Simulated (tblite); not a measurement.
# C6H11NSSi: the cost of one run

The runs use tblite 0.8.0 and PySCF 2.14.0, with density-fitted response routines of our own; the level of theory stands in each step. All values are computed, except where a source is named. Atoms count from 0, in the outputs and in this text.

### 1 Starting geometry

20 atoms, charge 0, multiplicity 1; geometry from: force field or distance geometry start.

Bonds of the start (Å): C0–C1 1.51, C1–C2 1.54, C1–S3 1.77, S3–C4 1.75, C4–C5 1.50, C5–Si6 1.90, Si6–C7 1.83, C7–N8 1.16, Si6–C4 1.85, C0–H9 1.14, C0–H10 1.10, C0–H11 1.08, C1–H12 1.11, C2–H13 1.11, C2–H14 1.10, C2–H15 1.09, C4–H16 1.14, C5–H17 1.13, C5–H18 1.11, Si6–H19 1.47.

### 2 Geometry optimisation with GFN2-xTB

What the job is given:

```
{"job": {"kind": "relax", "xc": "GFN2-xTB", "basis": "xTB"}, "charge": 0, "multiplicity": 1}
C     -1.044900     1.074900    -1.081700
C     -1.501800     0.293000     0.126600
C     -2.885600    -0.297600    -0.191900
S     -0.420900    -1.025000     0.608300
C      1.114300    -1.261400    -0.198600
C      2.333100    -1.378400     0.674000
Si     2.361800     0.059900    -0.561400
C      2.309800     1.703500     0.239600
N      2.264700     2.736600     0.760300
H     -1.913300     1.782800    -1.300500
H     -0.892100     0.455600    -1.982700
H     -0.177200     1.655700    -0.812400
H     -1.648900     1.001000     0.967800
H     -2.754500    -1.240800    -0.759900
H     -3.408600    -0.545400     0.741000
H     -3.447800     0.466500    -0.725800
H      1.098800    -2.045000    -1.022700
H      3.014500    -2.257700     0.470400
H      2.231800    -1.017500     1.721600
H      3.361700    -0.150100    -1.617000
```

On the command line:

```
> OMP_NUM_THREADS=1 python probes_run.py task.json out
```

The driver reads the jobs from task.json and runs them one after another.

**Question.** How long does this first job take on 1 thread of Arm Neoverse N1, shared host, and how much memory does it need?

About 3.2 s, with a peak of 0.18 GiB.
